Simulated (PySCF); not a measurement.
**O²⁺: excitation energies in dyall-acv3z**

Aim: the excitation energy of oxygen from differences of total energies, at each level of theory, and how far each lands from the tabulated value where there is one.

The numbers are computed with PySCF 2.14.0 (unrestricted determinants in a Gaussian basis, no spin-orbit coupling in the energies), except any that are marked as measured or tabulated.

## Step 1: Starting point

- Element: oxygen (Z = 8)
- Basis: dyall-acv3z
- Hamiltonian: the non-relativistic Hamiltonian (point nucleus)
- State 1: O²⁺: [He] 2s1 2p2 3d1, one real determinant (an excited configuration)
- State 2: O²⁺: [He] 2s1 2p3, high-spin 5S determinant (an excited configuration)
- State 3: O²⁺: [He] 2s1 2p3, 2s spin antiparallel (an excited configuration)
- Needed too, but not shown: O²⁺ [He] 2s2 2p2 (3P)
- Methods: CCSD(T)
- Core shells frozen in the correlated runs: valence and next inner shell: nothing (for O²⁺)

Outer shells as boxes (Hund's rule):

O2+ [He] 2s1 2p2 3d1
```
[He] core
2s [↑ ]
2p [↑ ][↑ ][  ]
3d [↑ ][  ][  ][  ][  ]
```

O2+ [He] 2s1 2p3
```
[He] core
2s [↑ ]
2p [↑ ][↑ ][↑ ]
```

The runs were made by one driver on top of PySCF. The scripts below sum up each run's settings (the driver also hands on starting orbitals that pick excited configurations, and frozen orbitals as a list rather than a count), and the logs come from the driver's own runs. The driver starts from symmetry-adapted Hartree-Fock orbitals, holds the occupation by maximum overlap and uses a logarithmic radial grid for functionals, so a plain start would take other cycles.

The integrals over 76 functions and the set-up took 0.3 s of CPU time.

## Step 2: O²⁺ [He] 2s1 2p2 3d1, at CCSD(T) (valence and next inner shell)

Level: CCSD(T) (valence and next inner shell).

File input.py:

```python
from pyscf import gto, scf, dft, mp, cc
import basis_set_exchange as bse
mol = gto.M(atom="O 0 0 0", charge=2, spin=4, symmetry="D2h",
            basis=gto.basis.parse(bse.get_basis("dyall-acv3z", elements=["O"], fmt="nwchem")))
mf = scf.UHF(mol)
mf.irrep_nelec = {'Ag': (3, 1), 'B2u': (1, 0), 'B3u': (1, 0)}
mf.kernel()
mycc = cc.CCSD(mf, frozen=[[71, 72, 73, 74, 75], [71, 72, 73, 74, 75]]).run()
mycc.ccsd_t()
```

The log of the run:

```text
CC2 = 0
CCSD nocc = (np.int64(5), np.int64(1)), nmo = (71, 71)
frozen orbitals [[71, 72, 73, 74, 75], [71, 72, 73, 74, 75]]
max_cycle = 100
direct = 0
conv_tol = 1e-08
conv_tol_normt = 1e-06
diis_space = 8
diis_start_cycle = 0
Init t2, MP2 energy = -0.0706994533661447
Init E_corr(UCCSD) = -0.0706994527946547
cycle = 1  E_corr(UCCSD) = -0.0766201701116561  dE = -0.00592071732  norm(t1,t2) = 0.0244668
cycle = 2  E_corr(UCCSD) = -0.0778604923719327  dE = -0.00124032226  norm(t1,t2) = 0.241972
cycle = 3  E_corr(UCCSD) = -0.0778973130139688  dE = -3.6820642e-05  norm(t1,t2) = 5.44084
cycle = 4  E_corr(UCCSD) = -0.0790275534591685  dE = -0.00113024045  norm(t1,t2) = 0.0128767
cycle = 5  E_corr(UCCSD) = -0.0792831452617296  dE = -0.000255591803  norm(t1,t2) = 0.0113726
cycle = 6  E_corr(UCCSD) = -0.0810148585038308  dE = -0.00173171324  norm(t1,t2) = 0.0157874
cycle = 7  E_corr(UCCSD) = -0.0825752904353297  dE = -0.00156043193  norm(t1,t2) = 0.0242681
cycle = 8  E_corr(UCCSD) = -0.0827972847737206  dE = -0.000221994338  norm(t1,t2) = 0.00367151
cycle = 9  E_corr(UCCSD) = -0.0828084739054343  dE = -1.11891317e-05  norm(t1,t2) = 0.00263691
cycle = 10  E_corr(UCCSD) = -0.0828092930464233  dE = -8.19140989e-07  norm(t1,t2) = 0.000287398
cycle = 11  E_corr(UCCSD) = -0.0828087812373432  dE = 5.1180908e-07  norm(t1,t2) = 4.1451e-05
cycle = 12  E_corr(UCCSD) = -0.082809113800722  dE = -3.32563379e-07  norm(t1,t2) = 1.18904e-05
cycle = 13  E_corr(UCCSD) = -0.0828090110120718  dE = 1.0278865e-07  norm(t1,t2) = 4.26758e-06
cycle = 14  E_corr(UCCSD) = -0.0828091000408985  dE = -8.90288267e-08  norm(t1,t2) = 7.64021e-07
cycle = 15  E_corr(UCCSD) = -0.0828090902124373  dE = 9.82846116e-09  norm(t1,t2) = 7.75964e-07
UCCSD converged
E(UCCSD) = -71.42765577773793  E_corr = -0.08280909021243733
UCCSD(T) correction = -0.00303108968559166
```

It used 16 s of CPU time after the integrals (shared host).

CCSD correlation -0.08281 hartree, triples -0.00303; total -71.430687. T1 = 0.009, largest double amplitude 0.257.

The real determinant used has ⟨L²⟩ near 8 against 12 for a pure F term, so it mixes terms. A double-excitation amplitude exceeds 0.15, a sign of near-degeneracy.

## Step 3: O²⁺ [He] 2s1 2p3, at CCSD(T) (valence and next inner shell)

Level: CCSD(T) (valence and next inner shell).

input.py, as its differences from that of step 2:

```diff
@@ -5,3 +5,3 @@
 mf = scf.UHF(mol)
-mf.irrep_nelec = {'Ag': (3, 1), 'B2u': (1, 0), 'B3u': (1, 0)}
+mf.irrep_nelec = {'Ag': (2, 1), 'B1u': (1, 0), 'B2u': (1, 0), 'B3u': (1, 0)}
 mf.kernel()
```

The log of the run:

```text
CC2 = 0
CCSD nocc = (np.int64(5), np.int64(1)), nmo = (71, 71)
frozen orbitals [[71, 72, 73, 74, 75], [71, 72, 73, 74, 75]]
max_cycle = 100
direct = 0
conv_tol = 1e-08
conv_tol_normt = 1e-06
diis_space = 8
diis_start_cycle = 0
Init t2, MP2 energy = -0.0800343234473266
Init E_corr(UCCSD) = -0.0800343234500161
cycle = 1  E_corr(UCCSD) = -0.0857461786367233  dE = -0.00571185519  norm(t1,t2) = 0.00952713
cycle = 2  E_corr(UCCSD) = -0.086446553948205  dE = -0.000700375311  norm(t1,t2) = 0.0017756
cycle = 3  E_corr(UCCSD) = -0.0865823652513954  dE = -0.000135811303  norm(t1,t2) = 0.000403241
cycle = 4  E_corr(UCCSD) = -0.0865769868939662  dE = 5.37835743e-06  norm(t1,t2) = 3.77254e-05
cycle = 5  E_corr(UCCSD) = -0.0865772125301873  dE = -2.25636221e-07  norm(t1,t2) = 1.26265e-06
cycle = 6  E_corr(UCCSD) = -0.0865771950597952  dE = 1.74703921e-08  norm(t1,t2) = 1.29882e-07
cycle = 7  E_corr(UCCSD) = -0.0865771954574408  dE = -3.97645597e-10  norm(t1,t2) = 6.27598e-09
UCCSD converged
E(UCCSD) = -72.99163941842131  E_corr = -0.0865771954574408
UCCSD(T) correction = -0.000195406233291384
```

It used 9.5 s of CPU time after the integrals (shared host).

CCSD correlation -0.08658 hartree, triples -0.00020; total -72.991835. T1 = 0.001, largest double amplitude 0.015.

## Step 4: O²⁺ [He] 2s1 2p3, s spin flipped: CCSD(T) (valence and next inner shell)

Level: CCSD(T) (valence and next inner shell).

File input.py:

```python
from pyscf import gto, scf, dft, mp, cc
import basis_set_exchange as bse
mol = gto.M(atom="O 0 0 0", charge=2, spin=2, symmetry="D2h",
            basis=gto.basis.parse(bse.get_basis("dyall-acv3z", elements=["O"], fmt="nwchem")))
mf = scf.UHF(mol)
mf.irrep_nelec = {'Ag': (1, 2), 'B1u': (1, 0), 'B2u': (1, 0), 'B3u': (1, 0)}
mf.kernel()
mycc = cc.CCSD(mf, frozen=[[71, 72, 73, 74, 75], [71, 72, 73, 74, 75]]).run()
mycc.ccsd_t()
```

The log of the run:

```text
CC2 = 0
CCSD nocc = (np.int64(4), np.int64(2)), nmo = (71, 71)
frozen orbitals [[71, 72, 73, 74, 75], [71, 72, 73, 74, 75]]
max_cycle = 100
direct = 0
conv_tol = 1e-08
conv_tol_normt = 1e-06
diis_space = 8
diis_start_cycle = 0
Init t2, MP2 energy = -0.221752723897256
Init E_corr(UCCSD) = -0.221752723897308
cycle = 1  E_corr(UCCSD) = -0.30511058452989  dE = -0.0833578606  norm(t1,t2) = 0.265323
cycle = 2  E_corr(UCCSD) = -0.381153453890328  dE = -0.0760428694  norm(t1,t2) = 0.274289
cycle = 3  E_corr(UCCSD) = -1.277786296163  dE = -0.896632842  norm(t1,t2) = 0.25536
cycle = 4  E_corr(UCCSD) = -0.235362116719328  dE = 1.04242418  norm(t1,t2) = 2.604
cycle = 5  E_corr(UCCSD) = -0.342218423847255  dE = -0.106856307  norm(t1,t2) = 0.271398
cycle = 6  E_corr(UCCSD) = -0.433358918674404  dE = -0.0911404948  norm(t1,t2) = 0.282519
cycle = 7  E_corr(UCCSD) = -0.497248942453262  dE = -0.0638900238  norm(t1,t2) = 0.235359
cycle = 8  E_corr(UCCSD) = -0.585730288820014  dE = -0.0884813464  norm(t1,t2) = 0.172144
cycle = 9  E_corr(UCCSD) = -0.60573609711774  dE = -0.0200058083  norm(t1,t2) = 0.0434862
cycle = 10  E_corr(UCCSD) = -0.608109996416878  dE = -0.0023738993  norm(t1,t2) = 0.00783056
cycle = 11  E_corr(UCCSD) = -0.610931769498406  dE = -0.00282177308  norm(t1,t2) = 0.00342108
cycle = 12  E_corr(UCCSD) = -0.609962282874181  dE = 0.000969486624  norm(t1,t2) = 0.00184849
cycle = 13  E_corr(UCCSD) = -0.609925613212034  dE = 3.66696621e-05  norm(t1,t2) = 3.11058e-05
cycle = 14  E_corr(UCCSD) = -0.609946367291824  dE = -2.07540798e-05  norm(t1,t2) = 3.73939e-05
cycle = 15  E_corr(UCCSD) = -0.609946780284133  dE = -4.12992309e-07  norm(t1,t2) = 1.43553e-06
cycle = 16  E_corr(UCCSD) = -0.609945517937018  dE = 1.26234712e-06  norm(t1,t2) = 2.20801e-06
cycle = 17  E_corr(UCCSD) = -0.609945595165257  dE = -7.72282394e-08  norm(t1,t2) = 1.54576e-07
cycle = 18  E_corr(UCCSD) = -0.609945599710296  dE = -4.54503879e-09  norm(t1,t2) = 1.03184e-08
UCCSD converged
E(UCCSD) = -72.96734158081813  E_corr = -0.6099455997102958
UCCSD(T) correction = -0.0821372946183571
```

It used 13 s of CPU time after the integrals (shared host).

CCSD correlation -0.60995 hartree, triples -0.08214; total -73.049479. T1 = 0.019, largest double amplitude 0.939.

With the s spin flipped the determinant is a mixture of two multiplicities, not a spectroscopic state. A double-excitation amplitude exceeds 0.15, a sign of near-degeneracy.

## Step 5: The energy differences

Excitation energy: O²⁺ [He] 2s2 2p2 (3P) → O²⁺ [He] 2s1 2p2 3d1 (high-spin determinant).

| method | value (eV) | less CCSD(T) (valence and next inner shell) (eV) |
| --- | --- | --- |
| UHF | 47.930 | -1.873 |
| MP2 (valence and next inner shell) | 49.565 | -0.239 |
| SCS-MP2 (valence and next inner shell) | 50.044 | +0.240 |
| CCSD (valence and next inner shell) | 49.841 | +0.038 |
| CCSD(T) (valence and next inner shell) | 49.804 | +0.000 |

A first-order spin-orbit estimate (lowest level to lowest level, LS coupling) adds 0.006 eV. The coupled-cluster amplitudes are large for O2+, so a single reference is strained.

Excitation energy: O²⁺ [He] 2s2 2p2 (3P) → O²⁺ [He] 2s1 2p3 (5S).

| method | value (eV) | less CCSD(T) (valence and next inner shell) (eV) |
| --- | --- | --- |
| UHF | 5.475 | -1.848 |
| MP2 (valence and next inner shell) | 6.855 | -0.468 |
| SCS-MP2 (valence and next inner shell) | 7.487 | +0.164 |
| CCSD (valence and next inner shell) | 7.283 | -0.040 |
| CCSD(T) (valence and next inner shell) | 7.323 | +0.000 |

A first-order spin-orbit estimate (lowest level to lowest level, LS coupling) adds 0.027 eV.

Excitation energy: O²⁺ [He] 2s2 2p2 (3P) → O²⁺ [He] 2s1 2p3, s spin flipped.

| method | value (eV) |
| --- | --- |
| UHF | 20.378 |
| MP2 (valence and next inner shell) | 17.901 |
| SCS-MP2 (valence and next inner shell) | 17.708 |

The upper determinant mixes two multiplicities, so it lies between the two terms. The coupled-cluster amplitudes are large for O2+, so a single reference is strained.

The differences also use runs on O²⁺ [He] 2s2 2p2 (3P), which are not shown here. The runs at UHF, MP2 (valence and next inner shell) are not shown; their differences are listed all the same.

## Step 6: Outcome

| quantity | value |
| --- | --- |
| excitation energy, O²⁺ → [He] 2s1 2p2 3d1 | UHF 47.930, CCSD(T) (valence and next inner shell) 49.804 eV |
| excitation energy, O²⁺ → [He] 2s1 2p3 | UHF 5.475, CCSD(T) (valence and next inner shell) 7.323 eV |
| excitation energy, O²⁺ → [He] 2s1 2p3, s spin flipped | UHF 20.378, MP2 (valence and next inner shell) 17.901 eV |

Each level's miss (mean over 2 differences):

| method | mean absolute miss against CCSD(T) (valence and next inner shell) (eV) |
| --- | --- |
| UHF | 1.861 |
| MP2 (valence and next inner shell) | 0.353 |
| SCS-MP2 (valence and next inner shell) | 0.202 |
| CCSD (valence and next inner shell) | 0.039 |
| CCSD(T) (valence and next inner shell) | 0.000 |

In words: The coupled-cluster values of one difference were set aside by the checks on these runs and are not quoted; the lower level shown rests on the same reference and is no safer. For the first difference the methods span 2.113 eV, from UHF (47.930) to SCS-MP2 (valence and next inner shell) (50.044). No reference value is at hand in this session. All values hold for this basis alone; no basis-set limit was taken.
